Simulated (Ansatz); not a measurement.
This script makes a ranking of structure types by relaxed energy of Te on several prototypes with the Python package of Ansatz (0.2.0).

`prototypes.py`:
```python
'''Structural preference of Te among simple prototypes.'''

import warnings

import ansatz as az
import numpy as np
import pandas as pd
import spglib


def bcc(first, a):
    return az.Crystal.bcc(first, a=a)


def sc(a_site, a):
    return (
        az.Lattice.cubic(a)
        .space_group(221)
        .atom(a_site, [0, 0, 0])
    )


def diamond(first, a):
    return (
        az.Lattice.fcc(a)
        .space_group(227, origin_choice=1)
        .atom(first, [0, 0, 0])
        .primitive()
    )


def hcp(first, a):
    return (
        az.Lattice.from_parameters(a, a, 1.633 * a, alpha=90, beta=90, gamma=120)
        .space_group(194)
        .atom(first, [1 / 3, 2 / 3, 0.25])
    )


def ground_state(name, crystal, relax=True):
    calc = crystal.calculation()
    calc = calc.functional('pbesol')
    calc = calc.basis(550)
    calc = calc.kpoints(spacing=0.27)
    calc = calc.occupations('fermi_dirac', width=0.02).stress()
    calc = calc.band_table()
    if relax:
        calc = calc.relax(force_tolerance=0.02, cell=True)
    return calc.run()

def bulk_modulus(name, outcome, step=0.01):
    # B = -V dP/dV from the pressures of two uniformly scaled cells, atoms held at their fractions
    pressure = []
    for factor in (1 - step, 1.0, 1 + step):
        cell = az.Crystal(lattice=az.Lattice.of(outcome.lattice.cell_ang * factor ** (1 / 3)))
        for site in outcome.report['lattice']['sites']:
            cell = cell.atom(site['symbol'], site['position_frac'])
        pressure.append(np.trace(ground_state(name, cell, relax=False).report['stress_gpa']) / 3)
    slope, bend = (pressure[0] - pressure[2]) / (2 * step), abs(pressure[0] + pressure[2] - 2 * pressure[1])
    # a jump of mesh or basis between the cells shows as a kink: no modulus then
    return float(slope) if bend < 12 * step**2 * abs(slope) + 0.15 and abs(pressure[1]) < 1.5 else float('nan')


def gap_ev(outcome):
    # nan where the run reports no band edges: a metal, overlapping bands, or a gap that is small against the smearing
    edges = outcome.report.get('band_edges_ev')
    return edges[1] - edges[0] if edges else float('nan')


def space_group(outcome):
    sites = outcome.report['lattice']['sites']
    kinds = sorted({site['symbol'] for site in sites})
    cell = (outcome.lattice.cell_ang, [site['position_frac'] for site in sites], [kinds.index(site['symbol']) for site in sites])
    return spglib.get_spacegroup(cell, symprec=0.01)


def pressure_gpa(outcome):
    return float(np.trace(outcome.report['stress_gpa']) / 3)

# a is a first guess in angstrom
warnings.simplefilter('ignore', az.DeckWarning)

phases = {}
phases['bcc'] = bcc('Te', 3.74)
phases['sc'] = sc('Te', 3.06)
phases['diamond'] = diamond('Te', 6.47)
phases['hcp'] = hcp('Te', 3.33)

done = {}
for name, crystal in phases.items():
    done[name] = ground_state(name, crystal)
    print(f'{name}: {done[name].report["energy_sigma0_ev"]:.4f} eV, {len(done[name].lattice.sites)} atoms')

energy = {name: o.report['energy_sigma0_ev'] / len(o.lattice.sites) for name, o in done.items()}
lowest = min(energy.values())
rows = [(name, len(o.lattice.sites), 1000 * (energy[name] - lowest), gap_ev(o), space_group(o), pressure_gpa(o), bulk_modulus(name, o)) for name, o in done.items()]
rows.sort(key=lambda row: row[2])
print(pd.DataFrame(rows, columns=['phase', 'atoms', 'dE (meV/atom)', 'gap (eV)', 'space group', 'P (GPa)', 'B (GPa)']).round(4).to_string(index=False))
```

Which of these structures comes out lowest, and how far apart are they?

By space group at the end of each run: Pm-3m (+0 meV an atom, 31.5 Å³), P6_3/mmc (+105 meV an atom, 29.1 Å³), Im-3m (+202 meV an atom, 27.3 Å³) and Fd-3m (+477 meV an atom, 43.9 Å³).

What the script printed:

`python prototypes.py` gives:
```text
bcc: -6901.2859 eV, 1 atoms
sc: -6901.4880 eV, 1 atoms
diamond: -13802.0231 eV, 2 atoms
hcp: -13802.7654 eV, 2 atoms
  phase  atoms  dE (meV/atom)  gap (eV)    space group  P (GPa)  B (GPa)
     sc      1         0.0000       NaN    Pm-3m (221)  -0.0209  58.6860
    hcp      2       105.3671       NaN P6_3/mmc (194)   0.0045  61.4369
    bcc      1       202.1297       NaN    Im-3m (229)   0.0318  57.7236
diamond      2       476.5199       NaN    Fd-3m (227)   0.0011  31.4423
```

Total energies depend on the potentials; only differences at equal settings carry meaning. For the metals among these phases the mesh is modest: differences between phases can be off by up to 40 meV an atom. Pressure is positive in compression. Levels are Kohn-Sham eigenvalues on this mesh, without spin-orbit coupling. The cells are built on prototypes, so most aren't the phase found in nature. Rows bear the name of their start, and a relaxation keeps or raises the symmetry. Differences under about 40 meV an atom lie within the error of mesh and functional. The whole script took 80 s on 1 thread of Arm Neoverse V1, on a shared host, peak memory 0.52 GiB.
